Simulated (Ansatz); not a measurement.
# CH3Cl3Ge: small, medium and large basis sets

Aim: see how fast density functionals converge with the basis set for CH3Cl3Ge.

Program: Ansatz 0.2.0, Gaussian basis. Level of theory: one geometry, several basis sets. These are calculated values, not measurements.

Plan: PBE0-D4/def2-SVP; ωB97M-V/def2-SVP; PBE0-D4/def2-QZVPP; ωB97M-V/def2-QZVPP; the functionals' def2-TZVPP values are taken from earlier runs.

## 1. The relaxed structure

The geometry comes from an earlier relaxation with PBE0-D4 in a triple-zeta def2 set; it is a stationary point, not always the lowest conformer.

8 atoms, charge 0, spin multiplicity 1.

Atoms are counted from 1 here; the program's logs count them from 0.

Bond lengths: C1–Ge2 1.926 Å, C1–H6 1.090 Å, C1–H7 1.090 Å, C1–H8 1.090 Å, Ge2–Cl3 2.135 Å, Ge2–Cl4 2.135 Å, Ge2–Cl5 2.135 Å. Angles: Ge2–C1–H6 109.0°, Ge2–C1–H7 108.9°, Ge2–C1–H8 109.0°, H6–C1–H7 110.0°, H6–C1–H8 110.0°, H7–C1–H8 110.0°, C1–Ge2–Cl3 111.4°, C1–Ge2–Cl4 111.3°, C1–Ge2–Cl5 111.3°, Cl3–Ge2–Cl4 107.5°, Cl3–Ge2–Cl5 107.5°, Cl4–Ge2–Cl5 107.5°.

## 2. PBE0-D4 in def2-SVP

Contents of in.yaml:

```yaml
crystal:
  periodic: [false, false, false]
  atoms:
    - {symbol: C, position_ang: [-0.721670, -0.204536, 0.818488]}
    - {symbol: Ge, position_ang: [0.537254, 0.134136, -0.598816]}
    - {symbol: Cl, position_ang: [2.175548, -1.233704, -0.527280]}
    - {symbol: Cl, position_ang: [-0.380802, -0.061273, -2.516948]}
    - {symbol: Cl, position_ang: [1.341063, 2.108260, -0.468186]}
    - {symbol: H, position_ang: [-1.109015, -1.217626, 0.713603]}
    - {symbol: H, position_ang: [-1.536809, 0.515098, 0.746901]}
    - {symbol: H, position_ang: [-0.213469, -0.097354, 1.776437]}
basis:
  gaussian: {orbitals: def2-SVP}
hamiltonian: {xc: pbe0, dispersion: d4}
output: {orbitals: {seedname: orbitals}}
```

Run with:

```console
$ ansatz run in.yaml --threads 4 --pin off --events-out ev --progress --plain --max-ram 10444MiB
```

Further steps of the session: ωB97M-V in def2-SVP; PBE0-D4 in def2-QZVPP; ωB97M-V in def2-QZVPP.

Before running them: what should the planned runs give, taken together? Wanted: PBE0-D4: double and triple zeta above quadruple; ωB97M-V: double and triple zeta above quadruple.

As calculated:

| quantity | value |
| --- | --- |
| PBE0-D4: double and triple zeta above quadruple | 23.74, 2.37 eV |
| ωB97M-V: double and triple zeta above quadruple | 23.55, 2.29 eV |

**Reading.** PBE0-D4 gains 21.37 eV from double to triple zeta, then 2.37 eV more. Total energies overstate the basis error of differences, where much of it tends to cancel. The LUMO of ωB97M-V is positive and keeps falling with the basis (1.42 to 0.76 eV): an unbound level that the basis holds in place.
